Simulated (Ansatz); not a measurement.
# CH₄Cl₂OSTi: up Jacob's ladder to CCSD(T)

The task here is to estimate one member of a computed series from the others.

Method: functionals in def2-TZVPP, the program's frozen cores in correlated methods; program: Ansatz 0.2.0, Gaussian basis.

The runs, in order: PBE-D4, r2SCAN-D4, PBE0-D4, B3LYP-D4, ωB97X-V, ωB97M-V, B2PLYP; CCSD(T)/def2-TZVPP; MP2/def2-QZVPP; extrapolation to the limit.

## Structure used throughout

All runs share one geometry, relaxed beforehand with PBE0-D4 in a triple-zeta def2 set.

SMILES `C[S][Ti]([OH])([Cl])[Cl]`, 10 atoms, charge 0, spin multiplicity 1.

Atoms are counted from 1 here; the program's logs count them from 0.

Bond lengths: C1–S2 1.819 Å, C1–H7 1.090 Å, C1–H8 1.089 Å, C1–H9 1.090 Å, S2–Ti3 2.247 Å, Ti3–O4 1.742 Å, Ti3–Cl5 2.199 Å, Ti3–Cl6 2.200 Å, O4–H10 0.956 Å. Angles: S2–C1–H7 111.0°, S2–C1–H8 110.3°, S2–C1–H9 106.9°, H7–C1–H8 110.1°, H7–C1–H9 109.0°, H8–C1–H9 109.4°, C1–S2–Ti3 99.4°, S2–Ti3–O4 104.9°, S2–Ti3–Cl5 108.0°, S2–Ti3–Cl6 108.4°, O4–Ti3–Cl5 113.1°, O4–Ti3–Cl6 113.0°, Cl5–Ti3–Cl6 109.2°, Ti3–O4–H10 159.6°.

Set-up of the first run:

Contents of in.yaml:

```yaml
crystal:
  periodic: [false, false, false]
  atoms:
    - {symbol: C, position_ang: [0.669338, -1.824139, 0.164981]}
    - {symbol: S, position_ang: [0.264716, -0.691070, -1.199717]}
    - {symbol: Ti, position_ang: [-0.392758, 1.096727, -0.007442]}
    - {symbol: O, position_ang: [-0.849057, 2.284591, -1.196975]}
    - {symbol: Cl, position_ang: [-2.064545, 0.477088, 1.279690]}
    - {symbol: Cl, position_ang: [1.288553, 1.745595, 1.254872]}
    - {symbol: H, position_ang: [1.383548, -1.369267, 0.850765]}
    - {symbol: H, position_ang: [-0.235047, -2.109682, 0.700860]}
    - {symbol: H, position_ang: [1.120516, -2.709979, -0.281919]}
    - {symbol: H, position_ang: [-1.185275, 3.100136, -1.565126]}
basis:
  gaussian: {orbitals: def2-TZVPP}
hamiltonian: {xc: pbe, dispersion: d4}
output: {forces: true, orbitals: {seedname: orbitals}}
```

The run is started by

```sh
$ ansatz run in.yaml --threads 2 --pin off --events-out ev --progress --plain --max-ram 22528MiB --backend cuda --devices 0, --max-vram 18GiB
```

Steps of the session up to this table: PBE-D4 (GGA); r2SCAN-D4 (meta-GGA); PBE0-D4 (hybrid); B3LYP-D4 (hybrid); ωB97X-V (range-separated); ωB97M-V (range-separated); B2PLYP (double hybrid).

One of the session's tables, all rows but one given; the rest of the session is left out.

It belongs to the step «Frontier levels by functional». 

| functional | HOMO (eV) | LUMO (eV) | gap (eV) |
| --- | --- | --- | --- |
| PBE-D4 | -6.31 | -3.62 | 2.68 |
| r2SCAN-D4 | -6.57 | -3.59 | 2.99 |
| PBE0-D4 | -7.47 | -2.72 | 4.75 |
| B3LYP-D4 | -7.24 | -2.95 | 4.29 |
| ωB97X-V | ? | ? | ? |
| ωB97M-V | -9.57 | -0.56 | 9.01 |

Estimate the missing values for ωB97X-V.

**Answer.** HOMO (eV): -9.73; LUMO (eV): -0.59; gap (eV): 9.14. In the column «HOMO (eV)» it is the lowest.
